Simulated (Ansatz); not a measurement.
# C4H9F2Ga: the cost of one run

Program: Ansatz 0.2.0, Gaussian basis. Level of theory: the settings change from run to run. These are calculated values, not measurements.

## Step 1: The molecule

An earlier PBE0-D4 in a triple-zeta def2 set relaxation fixed the geometry.

SMILES `CC(C)[CH2][Ga]([F])[F]`, 16 atoms, charge 0, spin multiplicity 1.

Atoms are counted from 1 here; the program's logs count them from 0.

Bond lengths: C1–C2 1.521 Å, C1–H8 1.092 Å, C1–H9 1.093 Å, C1–H10 1.096 Å, C2–C3 1.521 Å, C2–C4 1.526 Å, C2–H11 1.098 Å, C3–H12 1.093 Å, C3–H13 1.096 Å, C3–H14 1.092 Å, C4–Ga5 1.952 Å, C4–H15 1.095 Å, C4–H16 1.095 Å, Ga5–F6 1.750 Å, Ga5–F7 1.753 Å. Angles: C2–C1–H8 111.1°, C2–C1–H9 111.5°, C2–C1–H10 110.8°, H8–C1–H9 107.8°, H8–C1–H10 107.2°, H9–C1–H10 108.3°, C1–C2–C3 111.1°, C1–C2–C4 111.5°, C1–C2–H11 107.9°, C3–C2–C4 111.5°, C3–C2–H11 107.9°, C4–C2–H11 106.8°, C2–C3–H12 111.5°, C2–C3–H13 110.8°, C2–C3–H14 111.1°, H12–C3–H13 108.2°, H12–C3–H14 107.8°, H13–C3–H14 107.3° and more.

## Step 2: CAM-B3LYP/def2-mTZVPP

Set apart from the defaults: charge -1, multiplicity 2, density fitting with cc-pVTZ-jkfit.

Contents of in.yaml:

```yaml
crystal:
  periodic: [false, false, false]
  atoms:
    - {symbol: C, position_ang: [-0.356928, -1.351356, -0.823984]}
    - {symbol: C, position_ang: [0.328867, -0.697607, 0.366088]}
    - {symbol: C, position_ang: [1.625406, -0.020692, -0.051904]}
    - {symbol: C, position_ang: [-0.603298, 0.274939, 1.082153]}
    - {symbol: Ga, position_ang: [-1.195956, 1.775197, -0.017237]}
    - {symbol: F, position_ang: [-2.290944, 3.020984, 0.540099]}
    - {symbol: F, position_ang: [-0.733666, 2.091855, -1.678215]}
    - {symbol: H, position_ang: [0.286785, -2.104343, -1.284387]}
    - {symbol: H, position_ang: [-1.287943, -1.842891, -0.529314]}
    - {symbol: H, position_ang: [-0.590069, -0.608065, -1.594826]}
    - {symbol: H, position_ang: [0.577957, -1.487346, 1.087473]}
    - {symbol: H, position_ang: [2.126574, 0.445171, 0.800734]}
    - {symbol: H, position_ang: [1.435210, 0.753883, -0.803305]}
    - {symbol: H, position_ang: [2.318920, -0.739124, -0.494896]}
    - {symbol: H, position_ang: [-1.512389, -0.222531, 1.434977]}
    - {symbol: H, position_ang: [-0.128516, 0.711926, 1.966544]}
basis:
  gaussian: {orbitals: def2-mTZVPP, fitting: {mean_field: cc-pVTZ-jkfit}}
total_charge: -1
magnetization: {spin_polarized: true, initial_magnetization: 1}
hamiltonian: {xc: {name: CAM-B3LYP}}
output: {forces: true}
```

Started as:

```bash
$ ansatz run in.yaml --threads 8 --pin off --events-out ev --progress --plain --max-ram 20889MiB
```

**Question.** How long does this run take on 8 threads of AMD EPYC, shared host, and how much memory does it need?

About 31 s, with a peak of 1.4 GiB.
